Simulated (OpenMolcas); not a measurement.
# Mo⁵⁺ among point charges: CASSCF and CASPT2 levels and susceptibility

Aim: the splitting of the states of Mo⁵⁺ in the field of 6 point charges, its lowest levels with spin-orbit coupling and its magnetic susceptibility.

Program: OpenMolcas 26.06. Level of theory: state-averaged CASSCF and CASPT2, spin-orbit coupling by RASSI with atomic mean-field integrals. These are calculated values, not measurements, unless marked.

## Step 1: The atom as given

```
Species                           : Mo⁵⁺ (molybdenum, Z = 42, 37 electrons)
Basis                             : ANO-RCC-VTZP [7s6p4d2f1g], 68 functions
Scalar Hamiltonian                : DKH2, point nucleus
Inactive shells                   : 1s 2s 2p 3s 3p 3d 4s 4p
Active space                      : 1 electron in 5 orbitals (4d)
Some configurations of this space : 4d
Orbitals                          : optimised for each spin and parity, averaged over all roots
```

The outer shells:

4d
```
4d [↑ ][  ][  ][  ][  ]
```

The ion sits among 6 point charges of -1.7 e arranged as a trigonal prism (D3h), 1.92 Å from the ion, with a polar angle of 39.3° against the regular 49.1°.

Each step is its own input file, run in one work folder so that later steps find the files of earlier ones. Labels, J, g values, rates, χT and fits are worked out afterwards by a script from the matrices that RASSI stores.

## Step 2: Basis and integrals

a.inp reads:

```
&GATEWAY
Coord
1

Mo 0.0 0.0 0.0
Basis=ANO-RCC-VTZP
Group=NoSym
NoMove
AngMom=0.0 0.0 0.0
AMFI
XField
6 Angstrom 0
1.215573 0.000000 1.486198 -1.700000
-0.607786 1.052717 1.486198 -1.700000
-0.607786 -1.052717 1.486198 -1.700000
1.215573 0.000000 -1.486198 -1.700000
-0.607786 1.052717 -1.486198 -1.700000
-0.607786 -1.052717 -1.486198 -1.700000
&SEWARD
```

Launch:

```bash
OMP_NUM_THREADS=1 MOLCAS_MEM=1689 MOLCAS_PROJECT=a pymolcas a.inp > a.log
```

What it wrote:

```text
Basis set label: MO.ANO-RCC...7S6P4D2F1G.

      Electronic valence basis set:
      ------------------
      Associated Effective Charge  42.000000 au
      Associated Actual Charge     42.000000 au
      Nuclear Model: Point charge

      Shell  nPrim  nBasis  Cartesian Spherical Contaminant
         s      21       7        X
         p      18       6        X
         d      13       4                 X
         f       6       2                 X
         g       4       1                 X
                  Relativistic Douglas-Kroll-Hess integrals:
                    - DKH order of Hamiltonian: 2
                    - DKH order of Properties : 0
                  Atomic mean-field integrals
```

## Step 3: CASSCF: doublets, 5 roots

a.inp reads:

```
&RASSCF
FileOrb=start.orb
Symmetry=1
Spin=2
nActEl=1 0 0
Inactive=18
Ras2=5
CIRoot=5 5 1
SDav=5
CIMx=300
Iter=120 100
PrWF=0.3
OrbListing=Nothing
MaxOrb=0
>>> COPY $Project.JobIph JOB001
```

start.orb holds the contracted functions of the basis, ordered by shell, or the orbitals of the step before.

What it wrote, cut to the lines that bear on the results:

```text
[...]
      Number of active orbitals                  5
[...]
      Spin quantum number                      0.5
[...]
      Active orbitals                            5
[...]
      Number of CSFs                             5
      Number of root(s) required                 5
[...]
      Convergence after  8 iterations
[...]
      Natural orbitals and occupation numbers for root  1
      sym 1:   1.000000   0.000000  -0.000000  -0.000000   0.000000
      Natural orbitals and occupation numbers for root  2
      sym 1:   0.000000   0.000000  -0.000000   0.000000   1.000000
      Natural orbitals and occupation numbers for root  3
      sym 1:  -0.000000   0.000000   1.000000   0.000000   0.000000
::    RASSCF root number  1 Total energy:  -4054.67559225
::    RASSCF root number  2 Total energy:  -4054.67559224
::    RASSCF root number  3 Total energy:  -4054.59191583
::    RASSCF root number  4 Total energy:  -4054.57983300
::    RASSCF root number  5 Total energy:  -4054.57983294
```

## Step 4: RASSI: spin-orbit coupling between the states

a.inp reads:

```
&RASSI
NrOfJobIphs=1 5
1 2 3 4 5
IphNames
JOB001
EJob
SpinOrbit
DIPRint=1.0
SOCoupling=1000.0
Subsets=2
Property=9
'ANGMOM' 1 'ANGMOM' 2 'ANGMOM' 3 'MLTPL  1' 1 'MLTPL  1' 2 'MLTPL  1' 3
'AMFI' 1 'AMFI' 2 'AMFI' 3
SOProperty=3
'ANGMOM' 1 'ANGMOM' 2 'ANGMOM' 3
```

Launch:

```bash
OMP_NUM_THREADS=1 MOLCAS_MEM=1689 MOLCAS_PROJECT=a pymolcas a.inp > a.log
```

What it wrote, cut to the lines that bear on the results:

```text
SPIN-FREE ENERGIES:
  (Shifted by EMIN (a.u.) =      -4054.6755922487)
 SF State       Relative EMIN(au)   Rel lowest level(eV)    D:o, cm**(-1)      L_eff
     1             0.0000000000        0.0000000000              0.0000         2.0
     2             0.0000000054        0.0000001476              0.0012         2.0
     3             0.0836764206        2.2769514010          18364.8516         1.9
     4             0.0957592481        2.6057418867          21016.7257         2.0
     5             0.0957593056        2.6057434501          21016.7383         2.0
     Dipole printing threshold changed to   1.00000000E+00
[...]
Eigenvalues of complex Hamiltonian:
   -----------------------------------
  (Shifted by EMIN (a.u.) =      -4054.6755922487)
 SO State       Relative EMIN(au)   Rel lowest level(eV)    D:o, cm**(-1)     J-value
     1            -0.0043931801        0.0000000000              0.0000         1.1
     2            -0.0043931801        0.0000000000              0.0000         1.1
     3             0.0042023012        0.2338949610           1886.4901         1.2
     4             0.0042023012        0.2338949610           1886.4901         1.2
     5             0.0812521481        2.3305281062          18796.9768         1.6
     6             0.0812521481        2.3305281062          18796.9768         1.6
     7             0.0958638441        2.7281326089          22003.8734         2.2
     8             0.0958638441        2.7281326089          22003.8734         2.2
     9             0.0982698663        2.7936038078          22531.9343         1.9
    10             0.0982698663        2.7936038078          22531.9343         1.9
Weights of the five most important spin-orbit-free states for each spin-orbit state.
[...]
```

These steps: 2.1 s of run time, 1 thread of Arm Neoverse V2, shared host.

States without spin-orbit coupling:

```csv
state,degeneracy,E (cm-1),free-ion L (%)
2E,2,0,D (100)
2A1,1,18365,D (100)
2E,2,21017,D (100)
```

With spin-orbit coupling:

```
E (cm-1)  Degeneracy  Label  2S+1               g
     0.0           2   E3/2     2  0.00 0.00 1.99
    1886           2   E1/2     2  0.00 0.00 5.99
   18797           2   E1/2     2  0.11 0.11 1.67
   22004           2   E1/2     2  0.33 2.11 2.11
   22532           2   E3/2     2  0.00 0.00 3.99
```

Labels of spin-orbit levels are those of the rotation subgroup (D3 for D3h). Principal g values are given for doublets only; a zero marks a field direction without first-order Zeeman splitting.

Powder χT (cm³ K/mol): 0.12 at 2 K, 0.13 at 5 K, 0.13 at 10 K, 0.13 at 20 K, 0.13 at 50 K, 0.14 at 100 K, 0.15 at 150 K, 0.16 at 200 K, 0.17 at 250 K, 0.18 at 300 K.

Orbitals of the lowest block (energies include the constant potential of the surroundings):

```csv
shell,space,energy (hartree),mean occupation,⟨r²⟩ (bohr²)
1s,inactive,-738.3695,2.000,0.00163
2s,inactive,-106.8203,2.000,0.0277
2p,inactive,-95.2737,6.000,0.0219
3s,inactive,-19.1016,2.000,0.208
3p,inactive,-15.2028,6.000,0.213
3d,inactive,-8.8381,10.000,0.205
4s,inactive,-2.4490,2.000,1.32
4p,inactive,-1.2329,6.000,1.58
4d,RAS2,,1.000,2.60
```

## Step 5: CASPT2: IPEA 0.25, imaginary shift 0.1 (closed shells correlated: 4s 4p)

a.inp reads:

```
>>> COPY JOB001 $Project.JobIph
&CASPT2
Multistate=5 1 2 3 4 5
NoMult
Frozen=14
IPEA=0.25
Imaginary=0.1
MaxIter=60
WThr=0.0 0.3 0.05
PrWF=0.5
NoMix
```

What it wrote:

```text
Orbital specifications:
      -----------------------

      Symmetry species                           1
                                                 a
      Frozen orbitals                           14
      Inactive orbitals                          4
      Active orbitals                            5
      Secondary orbitals                        45
      Deleted orbitals                           0
      Number of basis functions                 68
Type of calculation                        SS-CASPT2
      Fock operator                              state-specific
      IPEA shift                                 0.25
      Real shift                                 0.00
      Imaginary shift                            0.10
      The input orbitals will be transformed to quasi-canonical
Reference energy:       -4054.6755922487
      E2 (Non-variational):      -0.2359212848
      Shift correction:          -0.0000811324
      E2 (Variational):          -0.2360024172
      Total energy:           -4054.9115946659
      Residual norm:              0.0000002718
      Reference weight:           0.96047
      Contributions to the CASPT2 correlation energy
      Active & Virtual Only:          0.0000000000
      One Inactive Excited:          -0.0511234732
      Two Inactive Excited:          -0.1847978116
Reference energy:       -4054.6755922432
      E2 (Non-variational):      -0.2365465729
      Shift correction:          -0.0000821937
      E2 (Variational):          -0.2366287667
      Total energy:           -4054.9122210099
      Residual norm:              0.0000002775
      Reference weight:           0.96021
      Contributions to the CASPT2 correlation energy
      Active & Virtual Only:          0.0000000000
      One Inactive Excited:          -0.0517365082
      Two Inactive Excited:          -0.1848100648
::    CASPT2 Root  1     Total energy:  -4054.91159467
::    CASPT2 Root  2     Total energy:  -4054.91222101
::    CASPT2 Root  3     Total energy:  -4054.82955873
::    CASPT2 Root  4     Total energy:  -4054.81731372
::    CASPT2 Root  5     Total energy:  -4054.81731297
```

This run took 1.2 s in all on 1 thread of Arm Neoverse V2, shared host.

SS-CASPT2: lowest energy less the reference's lowest, -0.2363 hartree; reference weights 0.960.

States without spin-orbit coupling:

```csv
state,degeneracy,E (cm-1),free-ion L (%)
2E,2,0,D (100)
2A1,1,18074,D (100)
2E,2,20761,D (100)
```

With spin-orbit coupling:

| E (cm-1) | Degeneracy | Label | 2S+1 | g |
| --- | --- | --- | --- | --- |
| 0 | 2 | E3/2 | 2 | 0.00 0.00 1.99 |
| 1890 | 2 | E1/2 | 2 | 0.00 0.00 5.99 |
| 18510 | 2 | E1/2 | 2 | 0.09 0.09 1.68 |
| 21740 | 2 | E1/2 | 2 | 0.32 2.10 2.10 |
| 22280 | 2 | E3/2 | 2 | 0.00 0.00 3.99 |

Powder χT (cm³ K/mol): 0.12 at 2 K, 0.13 at 5 K, 0.13 at 10 K, 0.13 at 20 K, 0.13 at 50 K, 0.14 at 100 K, 0.15 at 150 K, 0.16 at 200 K, 0.17 at 250 K, 0.18 at 300 K.

## Step 6: The methods side by side

A. CASSCF
B. SS-CASPT2, IPEA 0.25, imaginary shift 0.1 (closed shells correlated: 4s 4p)

```csv
method,ground state,first state of that spin (cm-1),first gap with spin-orbit (cm-1),χT at 300 K
A,2E,2A1 18360,1886.5,0.18
B,2E,2A1 18070,1887.0,0.18
```

## Step 7: Results

| quantity | value |
| --- | --- |
| method | SS-CASPT2, IPEA 0.25, imaginary shift 0.1 (closed shells correlated: 4s 4p) |
| spin-free ground state | 2E, 2-fold in its orbital part |
| first state of the same spin within the active space | 2A1 at 18100 cm⁻¹ |
| lowest level | 2-fold E3/2, g = 0.00, 0.00, 1.99 |
| next level | 1887.0 cm⁻¹ |
| χT at 300 K | 0.18 cm³ K/mol |
| effective moment at 300 K | 1.20 μB |

Cost by method:

```csv
method,time of its own steps,time with the reference
A. CASSCF,2.1 s,2.1 s
"B. SS-CASPT2, IPEA 0.25, imaginary shift 0.1, +4s 4p",1.2 s,3.3 s
```

Times are of one thread on a shared host.

In words: The spin-free ground state (2E) comes to 100 % from free-ion D terms and keeps the highest spin of the shell. χT at 300 K is 0.18, against 0.38 cm³ K/mol for the spin alone, so orbital moment lowers it. CASPT2 does not keep the components of a term degenerate, and the means are used. The field of point charges can differ much from that of real complexes. This is an electrostatic model: the charges have no orbitals.
